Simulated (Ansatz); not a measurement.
# Mg4H: the cost of one run

Program: Ansatz 0.2.0. Level of theory: DFT PBEsol, scalar-relativistic, plane waves, PAW. These are calculated values, not measurements.

3 further runs of the same task are left out: 3 set aside as unsound or not needed.

### Step 1. The system as given

The structure is monoclinic, space group Pm (No. 6). The conventional cell has a = 5.108 Å, b = 3.188 Å, c = 19.136 Å, α = 90.00°, β = 90.00°, γ = 90.00°. Mg (site symmetry m) has 1 H at 3.02 Å and 8 Mg at 3.15 to 3.26 Å as nearest neighbours. Mg (site symmetry m) is surrounded by 10 Mg at 3.15 to 3.20 Å and 2 H at 3.22 Å. Around Mg (site symmetry m) lie 2 H at 1.72 Å. Mg (site symmetry m) is surrounded by 1 H at 2.03 Å. H (site symmetry m) is surrounded by 3 Mg at 1.72 to 2.03 Å.

Coordinates:

```xyz
5
Lattice="3.1882 0.0000 0.0000 0.0000 5.1085 0.0000 0.0000 0.0000 19.1358" Properties=species:S:1:pos:R:3 pbc="T T T"
Mg    0.0000    3.8313    4.0000
Mg    1.5941    1.2771    4.9204
Mg    1.5941    3.8313    6.8432
Mg    0.0000    1.2771    7.6358
H     0.0000    3.1928    6.9536
```

This is the geometry of the first run shown, built on a cell relaxed beforehand with the same method.

### Step 2. Plan of the line

Atoms count from 1 in the order of the input.

H is moved over the surface cell; relaxed at each place: the height of the adsorbate's atoms; substrate rigid; the origin of the map has the adsorbate above Mg4.

The axes are (1) position of H5 along the first surface vector, from above Mg4: 8 values from 0.000 to 0.875, periodic; (2) position of H5 along the second surface vector, from above Mg4: 8 values from 0.000 to 0.875, periodic.

Relaxed at each point: the height of the adsorbate's atoms; substrate rigid. Points are written as (first, second).

The two vectors of the plane (Å): (3.188, 0.000, 0.000); (0.000, 5.109, 0.000).

### Step 3. The run at (0/8, 3/8) of the map's two axes

Contents of input.yaml:

```yaml
crystal:
  lattice:
    - [3.1881999939, 0.0, 0.0]
    - [0.0, 5.1084658709, 0.0]
    - [0.0, 0.0, 19.1358427726]
  atoms:
    - { symbol: Mg, position: [0.0, 0.75, 0.2090318178] }
    - { symbol: Mg, position: [0.5, 0.25, 0.2571276385] }
    - { symbol: Mg, position: [0.5, 0.75, 0.3576109084] }
    - { symbol: Mg, position: [0.0, 0.25, 0.3990335238] }
    - { symbol: H, position: [0.0, 0.625, 0.3633809057] }
basis:
  ecutwfc: 420
kpoints:
  mp_grid: { grid: [8, 5, 1] }
hamiltonian:
  xc: pbesol
scf:
  occupations: { method: gaussian, width: 0.1 }
output:
  forces: true
  eigenvalues: true
relax:
  adjacent_minimum: "off"
  f_tol: 0.025
  max_steps: 16
  constraints: [{ sites: [0, 1, 2, 3] }, { sites: [4], fix: xy }]
efield:
  axis: 3
  dipole_correction: true
  ramp_width: 0.04
```

Launch:

```console
ansatz run input.yaml --threads 1 --pin off --max-ram 3072MiB --backend cpu --events-out ev --progress --plain --runs-dir out
```

**Question.** How long does this run take on 1 thread of Intel Xeon Platinum 8488C (Sapphire Rapids), shared host, and how much memory does it need?

About 38 s, with a peak of 0.49 GiB.
